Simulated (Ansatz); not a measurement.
# MoS2: the cost of one run

Program: Ansatz 0.2.0. Level of theory: DFT LDA, spin-orbit coupling, plane waves, PAW, and further levels as typed in the inputs. These are calculated values, not measurements.

## (1) The system as given

The structure is hexagonal, space group P-6m2 (No. 187). Conventional cell: a = 3.160 Å, b = 3.160 Å, c = 21.130 Å, α = 90.00°, β = 90.00°, γ = 120.00°. S (site symmetry 3m) has 3 Mo at 2.40 Å as nearest neighbours. Around Mo (site symmetry -6m2) lie 6 S at 2.40 Å.

Coordinates:

```
S Mo
1.0
     3.16000    0.00000    0.00000
    -1.58000    2.73664    0.00000
     0.00000    0.00000   21.13000
S Mo
2 1
Direct
  0.66667 0.33333 0.42593
  0.66667 0.33333 0.57407
  0.33333 0.66667 0.50000
```

## (2) Single point: MoS2 sheet

File input.yaml:

```yaml
crystal:
  lattice:
    - [3.16, 0.0, 0.0]
    - [-1.58, 2.736640276, 0.0]
    - [0.0, 0.0, 21.13]
  atoms:
    - { symbol: S, position: [0.6666666667, 0.3333333333, 0.42593469] }
    - { symbol: Mo, position: [0.3333333333, 0.6666666667, 0.5] }
    - { symbol: S, position: [0.6666666667, 0.3333333333, 0.57406531] }
  periodic: [true, true, false]
scf:
  occupations: { method: gaussian, width: 0.01 }
  n_extra_bands: 8
output:
  eigenvalues: true
  eigenstates:
    kpoints:
      - [0.0, 0.0, 0.0]
      - [0.016667, 0.016667, 0.0]
      - [0.033333, 0.033333, 0.0]
      - [0.05, 0.05, 0.0]
      - [0.066667, 0.066667, 0.0]
      - [0.1, 0.1, 0.0]
      - [0.133333, 0.133333, 0.0]
      - [0.166667, 0.166667, 0.0]
      - [0.2, 0.2, 0.0]
      - [0.233333, 0.233333, 0.0]
      - [0.25, 0.25, 0.0]
      - [0.266667, 0.266667, 0.0]
      - [0.283333, 0.283333, 0.0]
      - [0.3, 0.3, 0.0]
      - [0.316667, 0.316667, 0.0]
      - [0.333333, 0.333333, 0.0]
      - [0.35, 0.35, 0.0]
      - [0.366667, 0.366667, 0.0]
      - [0.383333, 0.383333, 0.0]
      - [0.4, 0.4, 0.0]
      - [0.025, 0.0, 0.0]
      - [0.05, 0.0, 0.0]
      - [0.075, 0.0, 0.0]
      - [0.1, 0.0, 0.0]
      - [0.5, 0.0, 0.0]
    top_band: c8
    e_range: [-2.5, 3]
  write_density: true
  write_potential: true
  elf: true
  volumetric_format: npy
kpoints:
  mp_grid: { grid: [12, 12, 1] }
hamiltonian:
  xc: lda
  pseudopotentials: { kind: paw_fr }
magnetization:
  noncollinear: true
  spin_orbit: true
```

Command:

```sh
$ ansatz run input.yaml --threads 4 --pin off --max-ram 14336MiB --backend cpu --events-out ev --progress --plain --runs-dir out
```

What time and memory should one allow on 4 threads of Intel Xeon Platinum 8488C (Sapphire Rapids), shared host?

About 29 s, with a peak of 1.3 GiB.
